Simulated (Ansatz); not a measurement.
# HOSr: the cost of one run

Program: Ansatz 0.2.0 through its Python package. Level of theory: r2SCAN+D3(BJ)/def2-SVP. These are calculated values, not measurements.

### 1 Starting point

Bond lengths: Sr1–O2 2.347 Å, O2–H3 0.990 Å. Angles: Sr1–O2–H3 136.8°.

The script holds or builds the structure itself.

### 2 The script

File run_freq.py:

```python
"""Harmonic frequencies of HOSr at its relaxed geometry."""

import itertools

import ansatz as az
from ase import Atoms
from ase.data import atomic_numbers, covalent_radii
import numpy as np


def main() -> None:
    atoms = Atoms(["Sr", "O", "H"], positions=[
        (1.8175, -0.0818, 0.0),
        (-0.4958, 0.3142, 0.0),
        (-1.3216, -0.2324, 0.0),
    ])
    hosr = az.Crystal.molecule_from_ase(atoms)

    calculation = (
        hosr.calculation()
        .basis(gaussian="def2-SVP")  # atom-centred Gaussian functions
        .functional("r2SCAN", dispersion="d3bj")
        .spin("collinear", total=1)  # spin-polarised run
    )
    symbols = [site.symbol for site in hosr.cartesian_sites]
    start = np.array([site.position_ang for site in hosr.cartesian_sites], dtype=float)
    data = calculation.relax(force_tolerance=0.003).run(threads=1).report
    end = np.array(data["positions_ang"])

    # pairs closer than 1.2 times the sum of covalent radii, before or after
    radius = [covalent_radii[atomic_numbers[s]] for s in symbols]
    span = lambda where, i, j: np.linalg.norm(where[i] - where[j])
    bonded = [(i, j) for i, j in itertools.combinations(range(len(symbols)), 2) if min(span(start, i, j), span(end, i, j)) < 1.2 * (radius[i] + radius[j])]
    print("pair        before    after (A)")
    for i, j in bonded:
        print(f"{symbols[i]}{i}-{symbols[j]}{j}".ljust(10), f"{span(start, i, j):8.4f} {span(end, i, j):8.4f}")

    # frequencies need a stationary point, so they are taken at the relaxed geometry
    minimum = az.Crystal.molecule()
    for symbol, place in zip(symbols, end):
        minimum = minimum.atom(symbol, place.tolist())
    vibrating = (
        minimum.calculation()
        .basis(gaussian="def2-SVP")  # the orbital basis, by name
        .functional("r2SCAN", dispersion="d3bj")
        .spin("collinear", total=1)
        .phonons(temperatures=(298.15, 498.15, 100))
    )
    vib = vibrating.run(threads=1).report["vibrations"]
    sums = vib["harmonic_sums"]
    modes = [m["omega_inv_cm"] for m in sums["modes_at_gamma"] if m["rigid_motion"] == "no"]
    print("frequencies (1/cm):", " ".join(f"{w:.0f}" for w in modes))
    print("imaginary modes:", sum(w < 0 for w in modes), " zero-point energy:", round(sums["zero_point_energy_ev"], 4), "eV")
    print("T (K)   F_vib (eV)   S_vib (meV/K)   C_vib (meV/K)")
    for row in zip(sums["temperatures_k"], sums["vibrational_free_energy_ev"], vib["entropy_ev_per_k"], vib["heat_capacity_ev_per_k"]):
        print(f"{row[0]:6.1f} {row[1]:11.4f} {1000 * row[2]:13.4f} {1000 * row[3]:15.4f}")


if __name__ == "__main__":
    main()
```

### 3 The calls as engine input

The package turns the script's settings into the engine's input (first run):

```yaml
crystal:
  periodic: [false, false, false]
  atoms:
    - { symbol: Sr, position_ang: [1.8175, -0.0818, 0.0] }
    - { symbol: O, position_ang: [-0.4958, 0.3142, 0.0] }
    - { symbol: H, position_ang: [-1.3216, -0.2324, 0.0] }
basis:
  gaussian:
    orbitals: def2-SVP
hamiltonian:
  xc: r2scan
  dispersion: d3bj
magnetization:
  spin_polarized: true
  initial_magnetization: 1.0
relax:
  f_tol: 0.003
```

### 4 Running it

On the command line:

```bash
> python run_freq.py
```

**Question.** How long does this script take on 1 thread of Arm Neoverse V1, shared host, and how much memory does it need?

About 63 s, with a peak of 0.22 GiB.
